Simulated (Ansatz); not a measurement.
Predict the output of the script below (the Python package of Ansatz (0.2.0)).

`md.py`:
```python
"""A short Born-Oppenheimer trajectory of CH5BTe."""

import logging
import sys

import ansatz as az
import numpy as np

logging.basicConfig(stream=sys.stdout, format="%(levelname)s:%(name)s:%(message)s")
logger = logging.getLogger("ch5bte")
logger.setLevel(logging.INFO)

GEOMETRY = """
B    -0.61860    1.19060   -1.02110
Te   -1.44140   -0.04500    0.59960
C     0.44920   -0.97060    0.79280
H    -0.63620    0.86530   -2.15350
H    -0.16640    2.26910   -0.79980
H     1.24110   -0.18940    1.06280
H     0.78810   -1.46250   -0.14360
H     0.47640   -1.71470    1.60710
"""


def main() -> None:
    mol = az.Crystal.molecule()
    for line in GEOMETRY.strip().splitlines():
        symbol, *xyz = line.split()
        mol = mol.atom(symbol, [float(v) for v in xyz])

    base = mol.calculation()
    base = base.basis(gaussian="def2-SVP")
    base = base.functional("hf")
    base = base.md("nvt_nose_hoover", timestep=1.0, steps=40, temperature=200, initial_velocities="maxwell_boltzmann", seed=68, thermostat_time=20)
    frames = []
    base.session().plan().execute(on_event=lambda e: frames.append(e["data"]) if e["event"] == "md_step" else None)
    logger.info("t (fs)   E_pot (eV)      E_kin (eV)   T (K)   d(0-1) (A)")
    for f in frames[::2]:
        xyz = np.array(f["positions_ang"])
        logger.info(f"{f['time_fs']:6.2f} {f['lagrangian_ev']:14.5f} {f['e_kin_ev']:10.5f} {f['temperature_k']:8.1f} {np.linalg.norm(xyz[0] - xyz[1]):9.4f}")
    kept = np.array([f["conserved_ev"] for f in frames])
    logger.info(f"conserved energy moves by at most {1000 * np.ptp(kept):.3f} meV")


if __name__ == "__main__":
    main()
```

```console
$ python md.py
INFO:ch5bte:t (fs)   E_pot (eV)      E_kin (eV)   T (K)   d(0-1) (A)
INFO:ch5bte:  0.00    -9044.08377    0.15511    200.0    2.1978
INFO:ch5bte:  2.00    -9044.07608    0.14627    188.6    2.1856
INFO:ch5bte:  4.00    -9044.06103    0.13019    167.9    2.1780
INFO:ch5bte:  6.00    -9044.04311    0.11723    151.2    2.1765
INFO:ch5bte:  8.00    -9044.15011    0.21907    282.5    2.1804
INFO:ch5bte: 10.00    -9044.11919    0.19336    249.3    2.1871
INFO:ch5bte: 12.00    -9044.12366    0.19610    252.8    2.1942
INFO:ch5bte: 14.00    -9044.10995    0.17784    229.3    2.2009
INFO:ch5bte: 16.00    -9044.02390    0.09743    125.6    2.2076
INFO:ch5bte: 18.00    -9044.12071    0.18627    240.2    2.2145
INFO:ch5bte: 20.00    -9044.13476    0.20170    260.1    2.2211
INFO:ch5bte: 22.00    -9044.18094    0.24314    313.5    2.2264
INFO:ch5bte: 24.00    -9044.21896    0.26769    345.2    2.2295
INFO:ch5bte: 26.00    -9044.12969    0.17414    224.5    2.2315
INFO:ch5bte: 28.00    -9044.18799    0.21380    275.7    2.2341
INFO:ch5bte: 30.00    -9044.20654    0.21690    279.7    2.2387
INFO:ch5bte: 32.00    -9044.29366    0.27763    358.0    2.2443
INFO:ch5bte: 34.00    -9044.39702    0.33542    432.5    2.2489
INFO:ch5bte: 36.00    -9044.38244    0.27889    359.6    2.2502
INFO:ch5bte: 38.00    -9044.45181    0.29873    385.2    2.2477
INFO:ch5bte: 40.00    -9044.47462    0.28055    361.7    2.2420
INFO:ch5bte:conserved energy moves by at most 8.584 meV
```

Caveats:
- Total energies depend on the basis set; only differences at equal settings carry meaning.
- The trajectory is only some femtoseconds long, so its temperature is not equilibrated; where the script doesn't relax first, it starts from a rough generated geometry.
- def2 sets replace the cores of elements past krypton by effective core potentials.
- The temperature counts the internal degrees of freedom alone.
- With hydrogen a step over 0.5 fs is long.
- It ran for 110 s on 1 thread of Arm Neoverse N1, on a shared host, peak memory 0.22 GiB.

(Lines on the test bed's own set-up are left out of the output.)
